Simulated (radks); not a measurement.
# Nd⁺ in [Kr] 4d10 4f4 5s2 5p5.75 6s1 7s0.25: an all-electron calculation

Wanted: eigenvalues, radial structure and energy terms of the neodymium ion Nd+.

The numbers are computed with radks (a radial shooting solver on a logarithmic mesh, Libxc functionals) version 1 (Dirac Kohn-Sham, PBEsol, spin-unpolarised, spherical densities, finite nucleus; open shells fill j = l - 1/2 first), except any that are marked as measured or tabulated.

**1. What is computed**

* element: neodymium (Z = 60)
* charge: +1
* electrons: 59
* configuration: [Kr] 4d10 4f4 5s2 5p5.75 6s1 7s0.25
* nuclear rms radius: 4.9123 fm

**2. The calculation**

Input:

```text
Z 60
configuration [Kr] 4d10 4f4 5s2 5p5.75 6s1 7s0.25
relativity Dirac
functional pbe_sol,pbe_sol
spin unpolarised
j_filling energy
nucleus finite rms 4.9123 fm
c 137.035999084
```

Command:

```
python run_ks.py task.json out
```

The same process makes all the runs of this session.

**Question.** What will this run give?

The runs gave:

```
                        quantity                   value
                    total energy      -9625.4201 hartree
exchange-correlation share of it                  2.28 %
                            −T/E                  1.0782
          highest occupied level        7s1/2, -3.293 eV
    most extended occupied level  7s1/2, <r> = 8.76 bohr
 radius at density 0.001 e/bohr³               4.55 bohr
    maxima of the radial density                       4
```

**Reading.** The radial density shows 4 maxima for 7 occupied principal shells; where shells overlap, one shows as a shoulder or not at all. Relativity lifts −T/E to 1.078. This is not the tabulated ground configuration, so its levels and sizes aren't those of the ground state, and no measured value stands beside it.
